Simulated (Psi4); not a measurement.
# Si2NH5F (SMILES N[Si](F)[SiH3]): a chain of runs, part 3 of 3

Psi4 1.11. The steps go on from the part before.

### 6 Outcome

What follows sums up all 3 parts.

```
                                                               quantity          value
                   run 1, UCAM-B3LYP/def2-SVPD: total energy at the end  -736.29778 Eh
                             run 1, UCAM-B3LYP/def2-SVPD: dipole moment         2.28 D
        run 1, UCAM-B3LYP/def2-SVPD: HOMO energy (highest over α and β)       -6.71 eV
         run 1, UCAM-B3LYP/def2-SVPD: LUMO energy (lowest over α and β)       -1.37 eV
                                      run 1, UCAM-B3LYP/def2-SVPD: ⟨S²⟩          0.755
                                    singlet cation, run 2: total energy  -736.01930 Eh
                                     singlet cation, run 2: HOMO energy      -15.90 eV
                                     singlet cation, run 2: LUMO energy       -8.38 eV
                                   singlet cation, run 2: HOMO–LUMO gap        7.52 eV
                         singlet cation, run 3: total energy at the end  -736.05791 Eh
                                     singlet cation, run 3: HOMO energy      -16.05 eV
                                     singlet cation, run 3: LUMO energy       -6.23 eV
                                   singlet cation, run 3: HOMO–LUMO gap        9.83 eV
                                            singlet anion: total energy  -736.32241 Eh
                                             singlet anion: HOMO energy       -0.05 eV
                                             singlet anion: LUMO energy        4.99 eV
   singlet anion: HOMO–LUMO gap (to an unbound level, set by the basis)        5.05 eV
adiabatic ionisation energy (to the singlet cation, no zero-point term)       6.527 eV
```

In words: The adiabatic ionisation energy (to the singlet cation, no zero-point term) is 6.53 eV (630 kJ/mol). The optimisation (run 1, UCAM-B3LYP/def2-SVPD) took 21 steps and changed the energy by -0.069 eV. The optimisation (singlet cation, run 3) took 12 steps and changed the energy by -1.051 eV.
